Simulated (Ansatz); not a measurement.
# Al2Cu: the cost of one run

Program: Ansatz 0.2.0. Level of theory: DFT r2SCAN, scalar-relativistic, plane waves, PAW. These are calculated values, not measurements.

1 further run of the same task is left out (set aside as unsound or not needed). Runs told in other sessions of the task aren't counted.

## (1) The starting structure

The structure is tetragonal, space group P4/mmm (No. 123). The conventional cell has a = 4.088 Å, b = 4.088 Å, c = 2.851 Å, α = 90.00°, β = 90.00°, γ = 90.00°. Al (site symmetry mmm) is surrounded by 4 Cu at 2.49 Å and 6 Al at 2.85 to 2.89 Å. Cu (site symmetry 4/mmm) has 8 Al at 2.49 Å and 2 Cu at 2.85 Å in its first shell of neighbours.

Coordinates:

```cif
data_structure
_symmetry_space_group_name_H-M 'P4/mmm'
_symmetry_Int_Tables_number 123
_cell_length_a 4.0880
_cell_length_b 4.0880
_cell_length_c 2.8513
_cell_angle_alpha 90.000
_cell_angle_beta 90.000
_cell_angle_gamma 90.000
_cell_volume 47.65
loop_
_atom_site_label
_atom_site_type_symbol
_atom_site_symmetry_multiplicity
_atom_site_Wyckoff_symbol
_atom_site_fract_x
_atom_site_fract_y
_atom_site_fract_z
_atom_site_occupancy
Al1 Al 2 e 0.50000 0.00000 0.50000 1
Cu1 Cu 1 a 0.00000 0.00000 0.00000 1
```

It goes back to an entry of the Materials Project, which need not be the stable form.

This cell was relaxed beforehand with the same method: volume 15.88 Å³/atom, gap on the mesh none (metal).

## (2) Zero of the scan

input.yaml

```yaml
crystal:
  lattice:
    - [4.0880282794, 0.0, 0.0]
    - [0.0, 4.0880282794, 0.0]
    - [0.0, 0.0, 2.851325391]
  atoms:
    - { symbol: Al, position: [0.5, 0.0, 0.5] }
    - { symbol: Al, position: [0.0, 0.5, 0.5] }
    - { symbol: Cu, position: [0.0, 0.0, 0.0] }
basis:
  ecutwfc: 500
kpoints:
  mp_grid: { grid: [12, 12, 16] }
hamiltonian:
  xc: r2scan
scf:
  occupations: { method: gaussian, width: 0.15 }
output:
  forces: true
  stress: true
  eigenvalues: true
```

Command:

```console
$ ansatz run input.yaml --threads 1 --pin off --max-ram 2560MiB --backend cpu --events-out ev --progress --plain --runs-dir out
```

Q: Estimate wall time and peak memory on 1 thread of Intel Xeon at 2.50GHz (Skylake/Cascade Lake), shared host.

About 48 s, with a peak of 0.6 GiB.
